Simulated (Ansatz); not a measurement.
# C2H4AlBO: up Jacob's ladder to CCSD(T)

One table from this session's results is given with a row withheld; the runs are named, their logs left out.

Method: functionals in def2-TZVPP, the program's frozen cores in correlated methods; program: Ansatz 0.2.0, Gaussian basis.

Plan: LDA (SPW92), PBE-D4, revPBE-D4, BLYP-D4, r2SCAN-D4, B97M-V, PBE0-D4, B3LYP-D4, r2SCANh-D4, r2SCAN0-D4, HSE06-D4, BHLYP-D4, CAM-B3LYP-D4, LC-ωPBE, ωB97X-V, ωB97M-V, B2PLYP, PBE-QIDH; CCSD(T)/def2-SVP; CCSD(T)/def2-TZVPP; MP2/def2-QZVPP; extrapolation to the limit; RPA on PBE.

## Structure used throughout

All runs share one geometry, relaxed beforehand with PBE0-D4 in a triple-zeta def2 set.

SMILES `BC#C[O][AlH2]`, 9 atoms, charge 0, spin multiplicity 1.

Atoms are counted from 1 here; the program's logs count them from 0.

Bond lengths: B1–C2 1.485 Å, B1–H6 1.197 Å, B1–H7 1.197 Å, C2–C3 1.217 Å, C3–O4 1.273 Å, O4–Al5 1.737 Å, Al5–H8 1.569 Å, Al5–H9 1.571 Å. Angles: C2–B1–H6 120.4°, C2–B1–H7 120.4°, H6–B1–H7 119.2°, B1–C2–C3 179.9°, C2–C3–O4 178.7°, C3–O4–Al5 131.1°, O4–Al5–H8 112.6°, O4–Al5–H9 117.5°, H8–Al5–H9 129.9°.

Set-up of the first run:

File in.yaml:

```yaml
crystal:
  periodic: [false, false, false]
  atoms:
    - {symbol: B, position_ang: [-2.047032, 1.541565, 0.601884]}
    - {symbol: C, position_ang: [-0.844064, 0.868553, 0.048711]}
    - {symbol: C, position_ang: [0.141130, 0.316304, -0.403795]}
    - {symbol: O, position_ang: [1.174177, -0.240380, -0.897780]}
    - {symbol: Al, position_ang: [2.018705, -1.689035, -0.443347]}
    - {symbol: H, position_ang: [-2.641488, 1.059922, 1.522871]}
    - {symbol: H, position_ang: [-2.433232, 2.573068, 0.133160]}
    - {symbol: H, position_ang: [3.250841, -1.983583, -1.368409]}
    - {symbol: H, position_ang: [1.469463, -2.492714, 0.789606]}
basis:
  gaussian: {orbitals: def2-TZVPP}
hamiltonian: {xc: lda}
output: {orbitals: {seedname: orbitals}}
```

Launch:

```bash
> ansatz run in.yaml --threads 2 --pin off --events-out ev --progress --plain --max-ram 4352MiB
```

Steps of the session up to this table: LDA; PBE-D4 (GGA); revPBE-D4 (GGA); BLYP-D4 (GGA); r2SCAN-D4 (meta-GGA); B97M-V (meta-GGA); B3LYP-D4 (hybrid); r2SCANh-D4 (hybrid); r2SCAN0-D4 (hybrid); HSE06-D4 (hybrid); BHLYP-D4 (hybrid); CAM-B3LYP-D4 (range-separated); LC-ωPBE (range-separated); ωB97X-V (range-separated); ωB97M-V (range-separated); B2PLYP (double hybrid); PBE-QIDH (double hybrid).

One table of the session follows, with a row left open; its other results are not shown here.

It belongs to the step «Orbital energies across the functionals». 

```
  functional  HOMO (eV)  LUMO (eV)  gap (eV)
 LDA (SPW92)      -5.85      -3.16      2.69
      PBE-D4      -5.68      -2.90      2.78
   revPBE-D4      -5.61      -2.79      2.83
     BLYP-D4      -5.55      -2.78      2.77
   r2SCAN-D4      -5.86      -2.54      3.32
      B97M-V      -5.94      -2.75      3.19
     PBE0-D4      -6.87      -2.06      4.81
    B3LYP-D4      -6.67      -2.28      4.38
  r2SCANh-D4      -6.32      -2.25      4.06
  r2SCAN0-D4      -7.01      -1.84      5.16
    HSE06-D4      -6.47      -2.43      4.05
    BHLYP-D4      -7.96      -1.23      6.73
CAM-B3LYP-D4      -8.21      -1.12      7.09
     LC-ωPBE          ?          ?         ?
     ωB97X-V      -9.18      -0.10      9.08
     ωB97M-V      -9.08      -0.39      8.69
```

Estimate the missing values for LC-ωPBE.

The run gave: HOMO (eV): -9.55; LUMO (eV): 0.02; gap (eV): 9.57. In the column «HOMO (eV)» it is the lowest.
